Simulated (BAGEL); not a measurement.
# SiHCl3 (trichlorosilane): RI-MP2/def2-SVPD (density fitting with cc-pvqz-jkfit)

What is the energy change on altering one bond length of SiHCl3 (trichlorosilane) at RI-MP2/def2-SVPD (density fitting with cc-pvqz-jkfit)? 

The results are computed with BAGEL 1.2.2.

9 further runs of the same task are left out: 5 that didn't finish, 4 set aside as unsound or not needed.

**1. The structure to begin with**

SiHCl3: 5 atoms, total charge 0, spin state singlet. As SMILES, `Cl[SiH](Cl)Cl`. Geometry: relaxed at PBE0-D4/def2-TZVP.

Bond lengths: Cl1–Si2 2.030 Å, Si2–Cl3 2.030 Å, Si2–Cl4 2.030 Å, Si2–H5 1.469 Å. Angles: Cl1–Si2–Cl3 109.5°, Cl1–Si2–Cl4 109.5°, Cl3–Si2–Cl4 109.5°, Cl1–Si2–H5 109.5°, Cl3–Si2–H5 109.4°, Cl4–Si2–H5 109.4°.

**2. The energy at RI-MP2/def2-SVPD (density fitting with cc-pvqz-jkfit)**

job.json reads:

```json
{ "bagel" : [

{
  "title" : "molecule",
  "basis" : "def2-svpd.json",
  "df_basis" : "cc-pvqz-jkfit",
  "angstrom" : true,
  "geometry" : [
    { "atom" : "Cl", "xyz" : [       1.690930,      -0.571430,       0.891880 ] },
    { "atom" : "Si", "xyz" : [      -0.081300,      -0.012690,       0.075440 ] },
    { "atom" : "Cl", "xyz" : [       0.017700,       1.933700,      -0.491290 ] },
    { "atom" : "Cl", "xyz" : [      -0.476020,      -1.170520,      -1.544190 ] },
    { "atom" : "H", "xyz" : [      -1.151310,      -0.179060,       1.068150 ] }
  ]
},

{
  "title" : "hf",
  "charge" : 0
},

{
  "title" : "mp2",
  "charge" : 0,
  "ncore" : 20
}

]}
```

The basis set def2-SVPD is read from a file made from the Basis Set Exchange's data (not shown).

Launch:

```console
$ BAGEL_NUM_THREADS=1 BAGEL job.json > job.out
```

The program printed:

```text
* using 1 threads per process

  ===============================================================
  ===============================================================

  *** Geometry ***

  { "atom" : "Cl", "xyz" : [      3.195395,     -1.079846,      1.685409 ] },
  { "atom" : "Si", "xyz" : [     -0.153635,     -0.023981,      0.142561 ] },
  { "atom" : "Cl", "xyz" : [      0.033448,      3.654163,     -0.928404 ] },
  { "atom" : "Cl", "xyz" : [     -0.899547,     -2.211962,     -2.918096 ] },
  { "atom" : "H", "xyz" : [     -2.175661,     -0.338374,      2.018511 ] },

  Number of auxiliary basis functions:      643

  Since a DF basis is specified, we compute 2- and 3-index integrals:
    o Being stored without compression. Storage requirement is 0.066 GB

  Number of basis functions:      113
  Number of electrons      :       66

    * METHOD: MOLECULE                             0.45

  *** RHF ***

  === Nuclear Repulsion ===
   338.9908477643

      * DIIS with orbital gradients will be used.

  === RHF iteration (def2-svpd.json) ===
      0      -1667.55402152          0.00976791           0.20
      1      -1667.64054458          0.00531754           0.19
      2      -1667.66254264          0.00087555           0.20
      3      -1667.66352129          0.00018201           0.20
      4      -1667.66357140          0.00004997           0.20
      5      -1667.66357628          0.00001305           0.19
      6      -1667.66357658          0.00000319           0.19
      7      -1667.66357659          0.00000084           0.19
      8      -1667.66357659          0.00000027           0.19
      9      -1667.66357659          0.00000011           0.19
     10      -1667.66357659          0.00000002           0.19
     11      -1667.66357659          0.00000001           0.19
    * SCF iteration converged.

    * Permanent dipole moment:
           (    0.288844,     0.045003,    -0.268014) a.u.

    * METHOD: HF                                   2.65

  *** RHF ***

  === Nuclear Repulsion ===
   338.9908477643

      * DIIS with orbital gradients will be used.

  === RHF iteration (def2-svpd.json) ===
      0      -1667.66357659          0.00000000           0.20
    * SCF iteration converged.

    * Permanent dipole moment:
           (    0.288843,     0.045003,    -0.268014) a.u.

  === DF-MP2 calculation ===

    * freezing 20 orbitals
    * 3-index integral transformation done
    * assembly done

      MP2 correlation energy:   -0.5296718263      0.08

      MP2 total energy:       -1668.1932484206

    * METHOD: MP2                                  0.48

  ===============================================================
```

It took 3.9 s on 1 thread of Arm Neoverse V1, shared host; peak memory 0.21 GiB.

**3. The distorted shape at the same level**

mp2.json reads:

```json
{ "bagel" : [

{
  "title" : "molecule",
  "basis" : "def2-svpd.json",
  "df_basis" : "cc-pvqz-jkfit",
  "angstrom" : "true",
  "geometry" : [
    { "atom" : "Cl", "xyz" : [       1.611732,      -2.128501,       1.345252 ] },
    { "atom" : "Si", "xyz" : [      -0.160498,      -1.569761,       0.528812 ] },
    { "atom" : "Cl", "xyz" : [       0.017700,       1.933700,      -0.491290 ] },
    { "atom" : "Cl", "xyz" : [      -0.555218,      -2.727591,      -1.090818 ] },
    { "atom" : "H", "xyz" : [      -1.230508,      -1.736131,       1.521522 ] }
  ]
},

{
  "title" : "hf"
},

{
  "title" : "mp2",
  "ncore" : 20
}

]}
```

The basis set def2-SVPD is read from a file made from the Basis Set Exchange's data (not shown).

Launch:

```console
$ BAGEL_NUM_THREADS=1 BAGEL mp2.json > mp2.out
```

The program printed:

```text
* using 1 threads per process

  ===============================================================
  ===============================================================

  *** Geometry ***

  { "atom" : "Cl", "xyz" : [      3.045732,     -4.022284,      2.542158 ] },
  { "atom" : "Si", "xyz" : [     -0.303297,     -2.966418,      0.999310 ] },
  { "atom" : "Cl", "xyz" : [      0.033448,      3.654163,     -0.928404 ] },
  { "atom" : "Cl", "xyz" : [     -1.049210,     -5.154400,     -2.061347 ] },
  { "atom" : "H", "xyz" : [     -2.325323,     -3.280812,      2.875260 ] },

  Number of auxiliary basis functions:      643

  Since a DF basis is specified, we compute 2- and 3-index integrals:
    o Being stored without compression. Storage requirement is 0.066 GB

  Number of basis functions:      113
  Number of electrons      :       66

    * METHOD: MOLECULE                             0.45

  *** RHF ***

  === Nuclear Repulsion ===
   282.6761699157

      * DIIS with orbital gradients will be used.

  === RHF iteration (def2-svpd.json) ===
      0      -1667.28087102          0.01249103           0.22
      1      -1667.32732257          0.01250963           0.21
      2      -1667.49055361          0.00158134           0.20
      3      -1667.49408383          0.00048416           0.20
      4      -1667.49453857          0.00014126           0.21
      5      -1667.49458237          0.00004492           0.21
      6      -1667.49458759          0.00001634           0.20
      7      -1667.49458830          0.00000564           0.20
      8      -1667.49458840          0.00000184           0.20
      9      -1667.49458841          0.00000122           0.20
     10      -1667.49458842          0.00000057           0.20
     11      -1667.49458842          0.00000028           0.19
     12      -1667.49458842          0.00000013           0.20
     13      -1667.49458842          0.00000006           0.20
     14      -1667.49458842          0.00000002           0.20
     15      -1667.49458842          0.00000001           0.20
    * SCF iteration converged.

    * Permanent dipole moment:
           (    0.302127,     3.478201,    -1.124139) a.u.

    * METHOD: HF                                   3.56

  *** RHF ***

  === Nuclear Repulsion ===
   282.6761699157

      * DIIS with orbital gradients will be used.

  === RHF iteration (def2-svpd.json) ===
      0      -1667.49458842          0.00000000           0.19
    * SCF iteration converged.

    * Permanent dipole moment:
           (    0.302127,     3.478202,    -1.124138) a.u.

  === DF-MP2 calculation ===

    * freezing 20 orbitals
    * 3-index integral transformation done
    * assembly done

      MP2 correlation energy:   -0.5440781441      0.08

      MP2 total energy:       -1668.0386665665

    * METHOD: MP2                                  0.49

  ===============================================================
```

Wall time 4.8 s (1 thread of Arm Neoverse V1, shared host); peak memory 0.21 GiB.

**4. What came out**

Level: RI-MP2/def2-SVPD (density fitting with cc-pvqz-jkfit), 20 core orbitals frozen.

| quantity | value |
| --- | --- |
| first shape: total energy | -1668.19325 Eh |
| first shape: correlation energy (20 core orbitals frozen) | -529.7 mEh |
| distorted shape: total energy | -1668.03867 Eh |
| distorted shape: correlation energy (20 core orbitals frozen) | -544.1 mEh |
| energy change with the Si2–Cl3 bond stretched from 2.030 to 3.653 Å | 4.206 eV |

In words: One bond (distorted shape) is far stretched, which a spin-restricted single reference describes badly; perturbation theory on it can break down and give far too much correlation. With the Si2–Cl3 bond stretched from 2.030 to 3.653 Å the energy rises by 4.21 eV (406 kJ/mol). The first shape isn't relaxed at this level, so the change isn't measured from a minimum. A restricted reference can't describe the breaking bond well at this length.
